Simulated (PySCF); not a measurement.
# Ti(OH)₃: structure of the doublet

The task is one start of a wider search on Ti(OH)₃: the doublet, from a trigonal pyramidal start. It is relaxed, tested by its Hessian and followed downhill if it is a saddle.

Program: PySCF 2.14.0. Level of theory: PBE0, basis Ti def2-TZVP, O def2-TZVP, H def2-TZVP, no relativity, density fitting. These are calculated values, not measurements.

**1. The system as given**

7 atoms, charge 0, spin multiplicity 2.

Bond lengths: Ti1–O2 1.990 Å, Ti1–O3 1.990 Å, Ti1–O4 1.990 Å, O2–H5 0.960 Å, O3–H6 0.960 Å, O4–H7 0.960 Å. Angles: O2–Ti1–O3 99.8°, O2–Ti1–O4 99.8°, O3–Ti1–O4 99.8°, Ti1–O2–H5 130.0°, Ti1–O3–H6 130.0°, Ti1–O4–H7 130.0°.

```xyz
7
charge 0 multiplicity 2
Ti    0.0000    0.0000    0.0000
O     1.7571    0.0000    0.9342
O    -0.8785    1.5217    0.9342
O    -0.8785   -1.5217    0.9342
H     2.3019   -0.7354    1.2239
H    -0.5141    2.3612    1.2239
H    -1.7878   -1.6258    1.2239
```

**2. The SCF at the typed geometry**

The steps below are one call of a driver around PySCF. For each, scf.py gives the equivalent set-up of the SCF; relaxations use the driver's own optimiser. After this first run the driver tries any further starts and a stability analysis.

File scf.py:

```python
from pyscf import gto, scf, dft
mol = gto.M(atom='''
Ti     0.000000     0.000000     0.000000
O      1.757100     0.000000     0.934200
O     -0.878500     1.521700     0.934200
O     -0.878500    -1.521700     0.934200
H      2.301900    -0.735400     1.223900
H     -0.514100     2.361200     1.223900
H     -1.787800    -1.625800     1.223900''',
    basis={'Ti': 'def2-TZVP', 'O': 'def2-TZVP', 'H': 'def2-TZVP'},
    charge=0, spin=1)
mf = dft.UKS(mol, xc='PBE0')
mf.grids.atom_grid = (50, 194)
aux = {'Ti': 'def2-universal-JKFIT', 'O': 'def2-universal-JKFIT', 'H': 'def2-universal-JKFIT'}
mf = mf.density_fit(auxbasis=aux)
mf.conv_tol = 1e-08
mf.diis_space = 10
mf.max_cycle = 60
mf.init_guess = 'minao'
mf.verbose = 4
mf.kernel()
```

Launch:

```bash
$ OMP_NUM_THREADS=4 python axn.py task.json out
```

The log of the run:

```text
init E= -1076.28358342814
[... the frontier-level lines of each cycle are left out ...]
cycle= 1 E= -1076.10719657228  delta_E= 0.176  |g|= 1.16  |ddm|= 1.63
cycle= 2 E= -1053.632234214  delta_E= 22.5  |g|= 7.45  |ddm|= 2.96
cycle= 3 E= -1076.20212788314  delta_E= -22.6  |g|= 1.15  |ddm|= 2.53
cycle= 4 E= -1076.64182318717  delta_E= -0.44  |g|= 0.308  |ddm|= 0.623
cycle= 5 E= -1076.6752471444  delta_E= -0.0334  |g|= 0.102  |ddm|= 0.146
cycle= 6 E= -1076.67985590483  delta_E= -0.00461  |g|= 0.0135  |ddm|= 0.0728
cycle= 7 E= -1076.67999939245  delta_E= -0.000143  |g|= 0.00448  |ddm|= 0.0182
cycle= 8 E= -1076.68004330003  delta_E= -4.39e-05  |g|= 0.0022  |ddm|= 0.0168
cycle= 9 E= -1076.6800479139  delta_E= -4.61e-06  |g|= 0.00131  |ddm|= 0.00592
cycle= 10 E= -1076.68004859452  delta_E= -6.81e-07  |g|= 0.00034  |ddm|= 0.000901
cycle= 11 E= -1076.68004867064  delta_E= -7.61e-08  |g|= 6.44e-05  |ddm|= 0.000346
cycle= 12 E= -1076.6800486806  delta_E= -9.96e-09  |g|= 2.72e-05  |ddm|= 0.000149
Extra cycle  E= -1076.68004868233  delta_E= -1.73e-09  |g|= 2.36e-05  |ddm|= 6.03e-05
converged SCF energy = -1076.68004868233  <S^2> = 0.75644517  2S+1 = 2.0064348
```

This step, with its further starts and checks, ran for 34 s (4 threads of Arm Neoverse V1, shared host).

Energies from each starting density:

```tsv
start	energy (Eh)
the minimal-basis guess	-1076.680049
a thermally smeared density	-1076.680049
a smeared PBE density	-1076.680049
```

The test of internal stability and the other starts found no lower solution of this spin.

**3. Trigonal pyramidal start, doublet: relaxation**

The program finds C3 symmetry in the start, which this walk keeps.

Edit scf.py of step 2 so:

```diff
@@ -3,7 +3,7 @@
-Ti     0.000000     0.000000     0.000000
-O      1.757100     0.000000     0.934200
-O     -0.878500     1.521700     0.934200
-O     -0.878500    -1.521700     0.934200
-H      2.301900    -0.735400     1.223900
-H     -0.514100     2.361200     1.223900
-H     -1.787800    -1.625800     1.223900''',
+Ti     0.000000     0.000000    -0.490397
+O      1.757087    -0.000000     0.443804
+O     -0.878544     1.521682     0.443803
+O     -0.878544    -1.521682     0.443803
+H      2.301898    -0.735386     0.733504
+H     -0.514087     2.361195     0.733503
+H     -1.787812    -1.625809     0.733503''',
@@ -19 +18,0 @@
-mf.init_guess = 'minao'
```

Energy and gradient, step by step:

```tsv
step	energy (Eh)	change (kJ/mol)	largest symmetric gradient (Eh/bohr)
0	-1076.680049	0.00	0.13284
1	-1076.725395	-119.06	0.07538
2	-1076.746465	-174.38	0.01066
3	-1076.749819	-183.18	0.00763
4	-1076.750553	-185.11	0.02997
5	-1076.753285	-192.28	0.01146
6	-1076.754218	-194.73	0.00329
7	-1076.754496	-195.46	0.00950
8	-1076.754728	-196.07	0.00708
9	-1076.754997	-196.78	0.00467
10	-1076.755272	-197.50	0.00441
11	-1076.755577	-198.30	0.00338
12	-1076.755729	-198.70	0.00155
13	-1076.755765	-198.79	0.00134
14	-1076.755782	-198.84	0.00056
15	-1076.755789	-198.86	0.00106
16	-1076.755798	-198.88	0.00060
17	-1076.755801	-198.89	0.00028
```

The walk took 86 s.

Positions (Å) and forces (eV/Å) along the way:

```
step 0
Ti   0.000   0.000  -0.490   0.003  -0.003   6.831
O    1.757   0.000   0.444  -2.071   0.159  -2.242
O   -0.879   1.522   0.444   0.899  -1.873  -2.243
O   -0.879  -1.522   0.444   1.171   1.716  -2.242
H    2.302  -0.735   0.734  -0.258  -0.038  -0.035
H   -0.514   2.361   0.734   0.163  -0.202  -0.034
H   -1.788  -1.626   0.734   0.094   0.242  -0.034
step 1
Ti   0.000   0.000  -0.328  -0.015   0.001   3.876
O    1.763   0.002   0.373  -1.055  -0.438  -1.115
O   -0.884   1.526   0.373   0.911  -0.697  -1.106
O   -0.880  -1.528   0.373   0.158   1.136  -1.107
H    2.277  -0.729   0.750  -0.445   0.478  -0.182
H   -0.507   2.336   0.750  -0.191  -0.625  -0.183
H   -1.770  -1.607   0.750   0.637   0.146  -0.183
step 9
Ti   0.000   0.000   0.279  -0.007  -0.009  -0.106
O    1.803  -0.109   0.350   0.178  -0.171   0.129
O   -0.807   1.616   0.350   0.065   0.244   0.134
O   -0.995  -1.507   0.350  -0.236  -0.065   0.137
H    2.511  -0.716   0.571  -0.112   0.149  -0.098
H   -0.636   2.533   0.571  -0.073  -0.171  -0.097
H   -1.876  -1.817   0.571   0.186   0.023  -0.098
step 17
Ti   0.000   0.000   0.412  -0.004  -0.010   0.003
O    1.793  -0.176   0.425   0.016   0.001   0.003
O   -0.744   1.641   0.425  -0.004   0.016   0.003
O   -1.049  -1.465   0.425  -0.008  -0.008   0.004
H    2.595  -0.691   0.452  -0.012   0.002  -0.004
H   -0.699   2.593   0.452   0.004  -0.011  -0.004
H   -1.896  -1.902   0.452   0.008   0.009  -0.004
```

After 17 steps and 198.9 kJ/mol it ends at C3: O–H 0.954 Å (×3), Ti–O 1.802 Å (×3); H–O–Ti 152.9° (×3), O–Ti–O 120.0° (×3).

**4. Is it a minimum? Harmonic modes**

On the finer grid the gradient is checked again; gradients at displacements of ±0.02 bohr then give force constants and infrared intensities.

Edit scf.py of step 3 so:

```diff
@@ -3,7 +3,7 @@
-Ti     0.000000     0.000000    -0.490397
-O      1.757087    -0.000000     0.443804
-O     -0.878544     1.521682     0.443803
-O     -0.878544    -1.521682     0.443803
-H      2.301898    -0.735386     0.733504
-H     -0.514087     2.361195     0.733503
-H     -1.787812    -1.625809     0.733503''',
+Ti    -0.000000     0.000000     0.000000
+O      1.795922    -0.162735     0.000001
+O     -0.757028     1.636681    -0.000000
+O     -1.038893    -1.473946    -0.000000
+H      2.585387    -0.697761     0.000001
+H     -0.688415     2.587892    -0.000000
+H     -1.896972    -1.890130    -0.000001''',
@@ -13 +13 @@
-mf.grids.atom_grid = (50, 194)
+mf.grids.atom_grid = (75, 302)
@@ -16 +16 @@
-mf.conv_tol = 1e-08
+mf.conv_tol = 1e-10
```

The driver hands on the density of the step before, so the log starts near convergence.

Log of the central SCF (cycles and frontier levels):

```text
init E= -1076.75588655908
[... the frontier-level lines of each cycle are left out ...]
cycle= 1 E= -1076.75588655908  delta_E= 4.55e-13  |g|= 1.23e-07  |ddm|= 1.22e-07
Extra cycle  E= -1076.75588655908  delta_E= -1.36e-12  |g|= 1.71e-07  |ddm|= 1.51e-07
converged SCF energy = -1076.75588655908  <S^2> = 0.75359403  2S+1 = 2.0035908
```

The whole step took 3.5 min.

Geometry: C3h; O–H 0.954 Å (×3), Ti–O 1.803 Å (×3); H–O–Ti 151.1° (×3), O–Ti–O 120.0° (×3).

Harmonic modes (main isotopes):

```json
{"symmetry": "a''", "ω (cm⁻¹)": "105", "IR (km/mol)": "17.8", "μ (u)": "2.89"}
{"symmetry": "e'", "ω (cm⁻¹)": "165", "IR (km/mol)": "83.8", "μ (u)": "2.28"}
{"symmetry": "a'", "ω (cm⁻¹)": "236", "IR (km/mol)": "0.0", "μ (u)": "1.16"}
{"symmetry": "e'", "ω (cm⁻¹)": "292", "IR (km/mol)": "429", "μ (u)": "1.72"}
{"symmetry": "e''", "ω (cm⁻¹)": "332", "IR (km/mol)": "0.0", "μ (u)": "1.14"}
{"symmetry": "a''", "ω (cm⁻¹)": "384", "IR (km/mol)": "371", "μ (u)": "1.52"}
{"symmetry": "a'", "ω (cm⁻¹)": "686", "IR (km/mol)": "0.0", "μ (u)": "7.48"}
{"symmetry": "e'", "ω (cm⁻¹)": "788", "IR (km/mol)": "557", "μ (u)": "9.55"}
{"symmetry": "e'", "ω (cm⁻¹)": "3985", "IR (km/mol)": "590", "μ (u)": "1.07"}
{"symmetry": "a'", "ω (cm⁻¹)": "3990", "IR (km/mol)": "0.0", "μ (u)": "1.07"}
```

All wavenumbers are real: a minimum.

Properties at this point:

```
Dipole moment                                                   : 0.00 D
Highest occupied level                                          : -5.54 eV
Lowest empty level                                              : -1.03 eV
Rotational constants                                            : 0.1897, 0.1897, 0.09486 cm⁻¹
Zero-point energy                                               : 98.8 kJ/mol
Principal polarisabilities                                      : 34.3, 47.2, 47.2 bohr³
Atomisation energy without zero-point energy                    : 2766 kJ/mol
Principal traceless quadrupole moments about the centre of mass : -4.94, 2.47, 2.47 D Å
Entropy at 298.15 K and 1 bar (electronic part: spin only)      : 342.9 J/(mol K)
Heat capacity Cp at 298.15 K                                    : 107.8 J/(mol K)
Enthalpy at 298.15 K above 0 K                                  : 22.25 kJ/mol
Rotational symmetry number                                      : 3
Spin squared ⟨S²⟩                                               : 0.754
```

Populations by atom (charges in e):

```csv
atom,Mulliken,Löwdin,polar tensor,spin (Mulliken),Mayer order to Ti1
Ti1,1.35,0.43,1.95,1.07,–
"O2,3,4",-0.78,-0.30,-1.00,-0.02,0.95
"H5,6,7",0.33,0.16,0.35,0.00,0.03
```

Mulliken populations on Ti1: s 6.23, p 12.22, d 2.16, f 0.05.

**5. Summary of results**

| quantity | value |
| --- | --- |
| minimum | doublet, C3h |
| geometry | O–H 0.954 Å (×3), Ti–O 1.803 Å (×3); H–O–Ti 151.1° (×3), O–Ti–O 120.0° (×3) |
| wavenumbers (cm⁻¹) | 105 (a''), 165 (e'), 236 (a'), 292 (e'), 332 (e''), 384 (a''), 686 (a'), 788 (e'), 3985 (e'), 3990 (a') |
| dipole moment | 0.00 D |
| highest occupied, lowest empty level (either spin) | -5.54, -1.03 eV |
| polar-tensor charge of Ti1 | +1.95 e |
| zero-point energy | 98.8 kJ/mol |
| entropy at 298.15 K | 342.9 J/(mol K) |
| atomisation energy (no zero-point energy) | 2766 kJ/mol |
| ⟨S²⟩ | 0.754 |

**Reading.** From C3 at the start the molecule goes to a C3h minimum. In the infrared the band at 3985 cm⁻¹ (e') leads. The dipole vanishes although Ti1 carries +2.0 e by the polar tensor: the bond dipoles cancel. Most of the spin sits on Ti1 (Mulliken spin 1.07, against 1 for the whole molecule). Only this shape and spin were tried, so other structures or states may lie lower. One determinant may miss the lowest occupation of an open d or f shell.

The search up to here took 5.5 min.
